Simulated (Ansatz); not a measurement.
**CH₄F₂O₂Sn: up Jacob's ladder to CCSD(T)**

An exercise on one series of results from a longer session: the logs are not shown, and one member is left open.

The runs use Ansatz 0.2.0, Gaussian basis; functionals in def2-TZVPP, the program's frozen cores in correlated methods.

The runs, in order: PBE-D4, r2SCAN-D4, PBE0-D4, B3LYP-D4, ωB97X-V, ωB97M-V, B2PLYP; CCSD(T)/def2-TZVPP; MP2/def2-QZVPP; extrapolation to the limit.

### The relaxed structure

The geometry comes from an earlier relaxation with PBE0-D4 in a triple-zeta def2 set; it is a stationary point, not always the lowest conformer. Sn takes the def2 core potential; no spin-orbit term is included.

SMILES `C[O][Sn]([OH])([F])[F]`, 10 atoms, charge 0, spin multiplicity 1.

Atoms are counted from 1 here; the program's logs count them from 0.

Bond lengths: C1–O2 1.421 Å, C1–H7 1.092 Å, C1–H8 1.094 Å, C1–H9 1.095 Å, O2–Sn3 1.919 Å, Sn3–O4 1.923 Å, Sn3–F5 1.902 Å, Sn3–F6 1.900 Å, O4–H10 0.962 Å. Angles: O2–C1–H7 106.8°, O2–C1–H8 112.3°, O2–C1–H9 111.6°, H7–C1–H8 108.5°, H7–C1–H9 108.5°, H8–C1–H9 109.0°, C1–O2–Sn3 120.9°, O2–Sn3–O4 111.1°, O2–Sn3–F5 112.6°, O2–Sn3–F6 108.2°, O4–Sn3–F5 108.2°, O4–Sn3–F6 112.0°, F5–Sn3–F6 104.6°, Sn3–O4–H10 112.2°.

Geometry (Å):

```xyz
10

C     0.5834   -1.7771   -0.1016
O    -0.1776   -0.7382   -0.7018
Sn   -0.2944    0.9948    0.1150
O    -0.9163    2.3111   -1.1409
F    -1.4539    1.0164    1.6231
F     1.4142    1.4362    0.8192
H     0.6213   -2.5964   -0.8219
H     1.6074   -1.4638    0.1232
H     0.1130   -2.1427    0.8166
H    -1.4971    2.9596   -0.7308
```

The first run:

File in.yaml:

```yaml
crystal:
  periodic: [false, false, false]
  atoms:
    - {symbol: C, position_ang: [0.583420, -1.777052, -0.101645]}
    - {symbol: O, position_ang: [-0.177559, -0.738171, -0.701841]}
    - {symbol: Sn, position_ang: [-0.294410, 0.994781, 0.114996]}
    - {symbol: O, position_ang: [-0.916273, 2.311134, -1.140913]}
    - {symbol: F, position_ang: [-1.453889, 1.016365, 1.623107]}
    - {symbol: F, position_ang: [1.414225, 1.436243, 0.819205]}
    - {symbol: H, position_ang: [0.621288, -2.596420, -0.821860]}
    - {symbol: H, position_ang: [1.607383, -1.463843, 0.123169]}
    - {symbol: H, position_ang: [0.112959, -2.142661, 0.816571]}
    - {symbol: H, position_ang: [-1.497144, 2.959633, -0.730780]}
basis:
  gaussian: {orbitals: def2-TZVPP}
hamiltonian: {xc: pbe, dispersion: d4}
output: {forces: true, orbitals: {seedname: orbitals}}
```

Command:

```sh
$ ansatz run in.yaml --threads 2 --pin off --events-out ev --progress --plain --max-ram 32768MiB --backend cpu
```

Steps of the session up to this table: PBE-D4 (GGA); r2SCAN-D4 (meta-GGA); PBE0-D4 (hybrid); B3LYP-D4 (hybrid); ωB97X-V (range-separated); ωB97M-V (range-separated); B2PLYP (double hybrid); CCSD(T) in def2-TZVPP; MP2 in def2-QZVPP.

One table of the session follows, with a row left open; its other results are not shown here.

It belongs to the step «Atomisation energies». 

```
            method  atomisation energy (kJ/mol)
            PBE-D4                       3712.1
         r2SCAN-D4                            ?
           PBE0-D4                       3575.0
          B3LYP-D4                       3587.7
           ωB97X-V                       3635.9
           ωB97M-V                       3615.9
            B2PLYP                       3572.6
     HF/def2-TZVPP                       2425.7
    MP2/def2-TZVPP                       3640.8
   CCSD/def2-TZVPP                       3450.1
CCSD(T)/def2-TZVPP                       3526.2
           MP2/CBS                       3779.5
       CCSD(T)/CBS                       3664.9
```

**Question.** Estimate the row for r2SCAN-D4.

As computed: atomisation energy (kJ/mol): 3626.1. In the column «atomisation energy (kJ/mol)» it lies between ωB97M-V (3615.9) and ωB97X-V (3635.9).

To keep in mind: Free atoms (1 C, 2 O, 1 Sn, 2 F, 4 H) were run apart at each level; the atomisation energy is their sum less the molecule, without zero-point or spin-orbit terms.
